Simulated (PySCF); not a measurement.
# C5H12BFO: the cost of one run

Programs: PySCF 2.14.0, with routines of our own; each step states its level. All values are computed. Atoms count from 0.

## (1) The system as given

20 atoms, charge 0, multiplicity 1; geometry from: GFN2-xTB.

## (2) Magnetic properties: GIAO PBE0/pcSseg-1

The job: settings as JSON, then the geometry in Å.

```
{"job": {"kind": "mag", "xc": "PBE0", "basis": "pcSseg-1", "isotopologues": 2}, "charge": 0, "multiplicity": 1}
C      3.434706    -0.134036     0.133310
C      2.342985     0.603799     0.195390
C      1.108907     0.354152    -0.615545
C     -0.088954     0.111060     0.305674
O     -1.335314     0.188191    -0.386586
C     -1.574592    -0.904101    -1.253140
B     -2.635797     0.416219     0.688127
F     -2.226668     1.507416     1.403312
H      4.302501     0.083763     0.731032
H      3.511150    -0.984632    -0.524576
H      2.291309     1.452181     0.864098
H      1.275826    -0.499028    -1.275874
H      0.894163     1.235674    -1.226515
H      0.000141    -0.859339     0.810908
H     -0.133984     0.897631     1.060800
H     -2.565601    -0.761809    -1.678379
H     -1.551916    -1.853604    -0.708931
H     -0.832079    -0.916394    -2.052665
H     -2.677115    -0.577028     1.345615
H     -3.544816     0.650563    -0.036061
```

With the program's defaults for keys left out, this is: GIAO PBE0/pcSseg-1 magnetisability, rotational g tensor and spin-rotation constants, non-relativistic, gas phase.

The run is started by

```sh
$ OMP_NUM_THREADS=1 python excited_run.py task.json out
```

One launch serves the whole session: the jobs run in the order shown.

Q: Estimate the wall time and peak memory of this first job on 1 thread of Arm Neoverse V1, shared host.

About 39 s, with a peak of 0.95 GiB.
